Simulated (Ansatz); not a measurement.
# BGeHO+ (quartet): wave-function methods side by side, cc-pVDZ

The task here is to estimate one member of a computed series from the others.

Computed with Ansatz 0.2.0, Gaussian basis. Level: cc-pVDZ, core rule «outside noble gas», up to 16 orbitals frozen.

Plan: UHF; CCSD(T) on ROHF; CCSD(T) on UHF; BCCD(T) on ROHF; CISD; CCSDT(Q) on ROHF; CCSDT(Q) on UHF.

18 further runs of the same task are left out: 7 that didn't finish, 11 set aside as unsound or not needed.

### The geometry

The geometry is a PBE0/def2-TZVP stationary point (not a proven minimum) of the parent state, kept for this charge and spin. No spin-orbit coupling is included. The filled d shell of Ge may be among the frozen orbitals whatever the setting's name suggests; the logs give the count.

4 atoms, charge 1, spin multiplicity 4.

Atoms are counted from 1 here; the program's logs count them from 0.

Bond lengths: B1–Ge2 1.881 Å, B1–H4 1.179 Å, Ge2–O3 1.621 Å. Angles: Ge2–B1–H4 147.6°, B1–Ge2–O3 164.6°.

The first run:

The input, in.yaml:

```yaml
crystal:
  periodic: [false, false, false]
  atoms:
    - {symbol: B, position_ang: [0.000000, -0.238269, 1.884941]}
    - {symbol: Ge, position_ang: [0.000000, 0.058641, 0.027161]}
    - {symbol: O, position_ang: [0.000000, -0.119633, -1.583969]}
    - {symbol: H, position_ang: [0.000000, 0.228485, 2.967944]}
basis:
  gaussian: {orbitals: cc-pVDZ}
total_charge: 1
magnetization: {spin_polarized: true, initial_magnetization: 3}
hamiltonian: {xc: hf}
output: {orbitals: {seedname: orbitals}}
```

The run is started by

```bash
> ansatz run in.yaml --threads 1 --pin off --events-out ev --progress --plain --max-ram 2393MiB
```

Steps of the session up to this table: UHF; CCSD(T) on ROHF; CCSD(T) on UHF; BCCD(T) on ROHF; CISD; CCSDT(Q) on ROHF; CCSDT(Q) on UHF.

One table of the session follows, with a row left open; its other results are not shown here.

It belongs to the step «Misses and costs». 

```
   method  from UCCSDT(Q) (kJ/mol)
     ROHF                   +803.4
      UHF                   +778.3
     RMP2                        ?
     UMP2                   +122.3
    RCCSD                    +30.9
    UCCSD                    +29.9
 RCCSD(T)                     +7.2
 UCCSD(T)                     +6.9
  BCCD(T)                     +7.2
   RCCSDT                     +2.7
   UCCSDT                     +2.2
RCCSDT(Q)                     +0.7
UCCSDT(Q)                        0
```

Q: Estimate the row for RMP2 from the others.

**Answer.** from UCCSDT(Q) (kJ/mol): +118.0. In the column «from UCCSDT(Q) (kJ/mol)» it lies between RCCSD (+30.9) and UMP2 (+122.3).

Not comparable, so not listed: CISD (they don't share determinant, frozen orbitals or solution with the rows shown, or repeat one).

To keep in mind: Restricted and unrestricted rows rest on different reference determinants; where their highest levels disagree by more than a few hundredths of an eV, they describe different states and don't form one ladder.
